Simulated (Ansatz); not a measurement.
# C3H6BBr: the cost of one run

Program: Ansatz 0.2.0, Gaussian basis. Level of theory: the settings change from run to run. These are calculated values, not measurements.

## Step 1: The relaxed structure

An earlier PBE0-D4 in a triple-zeta def2 set relaxation fixed the geometry.

11 atoms, charge 0, spin multiplicity 1.

Atoms are counted from 1 here; the program's logs count them from 0.

Bond lengths: B1–C2 1.767 Å, B1–C3 1.743 Å, B1–C4 1.767 Å, B1–H6 1.190 Å, B1–H7 1.192 Å, C2–C3 1.405 Å, C2–H8 1.083 Å, C2–H9 1.081 Å, C3–C4 1.405 Å, C3–Br5 1.893 Å, C4–H10 1.083 Å, C4–H11 1.081 Å. Angles: C2–B1–C3 47.2°, C2–B1–C4 86.1°, C2–B1–H6 118.4°, C2–B1–H7 102.6°, C3–B1–C4 47.2°, C3–B1–H6 109.1°, C3–B1–H7 129.0°, C4–B1–H6 118.4°, C4–B1–H7 102.6°, H6–B1–H7 122.0°, B1–C2–C3 65.5°, B1–C2–H8 105.3°, B1–C2–H9 122.5°, C3–C2–H8 118.6°, C3–C2–H9 118.3°, H8–C2–H9 116.4°, B1–C3–C2 67.3°, B1–C3–C4 67.3° and more.

## Step 2: r2SCANh/ANO-RCC-VTZP

Options: D4 dispersion.

Contents of in.yaml:

```yaml
crystal:
  periodic: [false, false, false]
  atoms:
    - {symbol: B, position_ang: [-0.919515, 0.143661, -0.248527]}
    - {symbol: C, position_ang: [-0.024594, -0.002471, 1.267553]}
    - {symbol: C, position_ang: [0.780822, 0.187006, 0.132250]}
    - {symbol: C, position_ang: [0.501283, -0.573651, -1.015230]}
    - {symbol: Br, position_ang: [1.654978, 1.852419, -0.083088]}
    - {symbol: H, position_ang: [-1.267010, 1.226313, -0.599478]}
    - {symbol: H, position_ang: [-1.676920, -0.775124, -0.193201]}
    - {symbol: H, position_ang: [-0.207147, -1.013181, 1.610463]}
    - {symbol: H, position_ang: [-0.034236, 0.769762, 2.023686]}
    - {symbol: H, position_ang: [0.373181, -1.643589, -0.909079]}
    - {symbol: H, position_ang: [0.884559, -0.228245, -1.964949]}
basis:
  gaussian: {orbitals: ANO-RCC-VTZP}
hamiltonian: {xc: {name: r2SCANh}, dispersion: d4}
```

Started as:

```
$ ansatz run in.yaml --threads 4 --pin off --events-out ev --progress --plain --max-ram 10444MiB
```

What time and memory should one allow on 4 threads of Arm Neoverse V1, shared host?

About 12 s, with a peak of 0.72 GiB.
